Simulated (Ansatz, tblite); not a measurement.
# 1-butyl-3-methylimidazolium chloride (C₈H₁₅ClN₂): rung by rung

One table from this session's results is given with a row withheld; the runs are named, their logs left out.

Computed with Ansatz 0.2.0, Gaussian basis. Level: as each input shows.

Plan: GFN1-xTB, GFN2-xTB, PBE-D4/def2-TZVP, r2SCAN-D4/def2-TZVP, HF/def2-TZVP, PBE-QIDH/def2-TZVP, PBE-D4/def2-SVP, PBE0-D4/def2-SVP, HF/STO-3G, MP2/def2-SVP, RPA/def2-SVP.

## The structure

The singlet was relaxed beforehand with PBE-D4/def2-SVP.

SMILES `CCCCn1cc[n+](C)c1.[Cl-]`, 26 atoms, charge 0, spin multiplicity 1.

Bond lengths: C1–C2 1.529 Å, C1–H11 1.110 Å, C1–H12 1.109 Å, C1–H13 1.111 Å, C2–C3 1.532 Å, C2–H14 1.114 Å, C2–H15 1.112 Å, C3–C4 1.529 Å, C3–H16 1.113 Å, C3–H17 1.112 Å, C4–N5 1.460 Å, C4–H18 1.114 Å, C4–H19 1.109 Å, N5–C6 1.394 Å, N5–C10 1.371 Å, C6–C7 1.367 Å, C6–H20 1.094 Å, C7–N8 1.396 Å and more. Angles: C2–C1–H11 111.4°, C2–C1–H12 111.7°, C2–C1–H13 111.2°, H11–C1–H12 107.5°, H11–C1–H13 107.2°, H12–C1–H13 107.5°, C1–C2–C3 113.4°, C1–C2–H14 109.8°, C1–C2–H15 109.7°, C3–C2–H14 109.0°, C3–C2–H15 109.0°, H14–C2–H15 105.6°, C2–C3–C4 114.3°, C2–C3–H16 110.1°, C2–C3–H17 110.1°, C4–C3–H16 109.3°, C4–C3–H17 107.5°, H16–C3–H17 105.1° and more.

PBE0-D4/def2-TZVP was run before; its log isn't repeated, and its numbers join the tables.

The first run:

Tight binding, by tblite at 300 K electronic temperature and without a spin-polarisation term:

```python
tblite.interface.Calculator('GFN1-xTB', numbers, positions, charge=0, uhf=0).singlepoint()
```

Tight binding, by tblite at 300 K electronic temperature and without a spin-polarisation term:

```python
tblite.interface.Calculator('GFN2-xTB', numbers, positions, charge=0, uhf=0).singlepoint()
```

start.molden holds the orbitals of an earlier run on this state, given as this run's starting guess.

Contents of in.yaml:

```yaml
crystal:
  periodic: [false, false, false]
  atoms:
    - {symbol: C, position_ang: [-3.530826, -1.145327, 0.426350]}
    - {symbol: C, position_ang: [-2.434738, -0.082160, 0.344024]}
    - {symbol: C, position_ang: [-1.726245, -0.043385, -1.014189]}
    - {symbol: C, position_ang: [-0.607267, 0.994239, -1.110885]}
    - {symbol: N, position_ang: [0.466377, 0.772654, -0.146011]}
    - {symbol: C, position_ang: [1.093110, 1.753784, 0.621293]}
    - {symbol: C, position_ang: [2.241349, 1.210277, 1.126356]}
    - {symbol: N, position_ang: [2.313834, -0.107397, 0.671855]}
    - {symbol: C, position_ang: [3.492601, -0.953642, 0.690441]}
    - {symbol: C, position_ang: [1.308718, -0.305669, -0.238593]}
    - {symbol: H, position_ang: [-4.318050, -0.976168, -0.338095]}
    - {symbol: H, position_ang: [-4.024511, -1.149202, 1.419283]}
    - {symbol: H, position_ang: [-3.118877, -2.162237, 0.254251]}
    - {symbol: H, position_ang: [-2.865968, 0.922141, 0.557300]}
    - {symbol: H, position_ang: [-1.679696, -0.258376, 1.141579]}
    - {symbol: H, position_ang: [-1.318699, -1.049165, -1.261837]}
    - {symbol: H, position_ang: [-2.458005, 0.178824, -1.821246]}
    - {symbol: H, position_ang: [-0.125933, 0.971298, -2.115189]}
    - {symbol: H, position_ang: [-1.004368, 2.012545, -0.925450]}
    - {symbol: H, position_ang: [0.650482, 2.744311, 0.759017]}
    - {symbol: H, position_ang: [2.999033, 1.632700, 1.792200]}
    - {symbol: H, position_ang: [3.222087, -1.991389, 0.970943]}
    - {symbol: H, position_ang: [4.214752, -0.561266, 1.428782]}
    - {symbol: H, position_ang: [3.930689, -0.950961, -0.332210]}
    - {symbol: H, position_ang: [0.969002, -1.304787, -0.528261]}
    - {symbol: Cl, position_ang: [2.311151, -0.151612, -2.371730]}
basis:
  gaussian: {orbitals: def2-TZVP, initial_orbitals: start.molden}
hamiltonian: {xc: pbe, dispersion: d4}
scf: {omitted_lower_state_checks: [starts]}
output: {orbitals: {seedname: orbitals}}
```

The run is started by

```
$ ansatz run in.yaml --threads 4 --pin off --events-out ev --progress --plain --max-ram 6963MiB
```

Steps of the session up to this table: PBE-D4/def2-TZVP; r2SCAN-D4/def2-TZVP; HF/def2-TZVP; PBE-QIDH/def2-TZVP; PBE-D4/def2-SVP; PBE0-D4/def2-SVP; HF/STO-3G; MP2/def2-SVP; RPA/def2-SVP.

One table of the session follows, with a row left open; its other results are not shown here.

It belongs to the step «Binding energy». 

```
              level  binding an atom (eV)
          HF/STO-3G                     ?
        HF/def2-SVP                 3.093
       HF/def2-TZVP                 3.024
    PBE-D4/def2-SVP                 4.390
   PBE-D4/def2-TZVP                 4.337
r2SCAN-D4/def2-TZVP                 4.217
   PBE0-D4/def2-SVP                 4.309
  PBE0-D4/def2-TZVP                 4.253
       MP2/def2-SVP                 4.074
```

**Question.** Estimate the row for HF/STO-3G.

The run gave: binding an atom (eV): 3.613. In the column «binding an atom (eV)» it lies between HF/def2-SVP (3.093) and MP2/def2-SVP (4.074).

To keep in mind: Free atoms were run apart at each level; binding is atoms less cluster, divided by the number of atoms, without zero-point or spin-orbit terms.
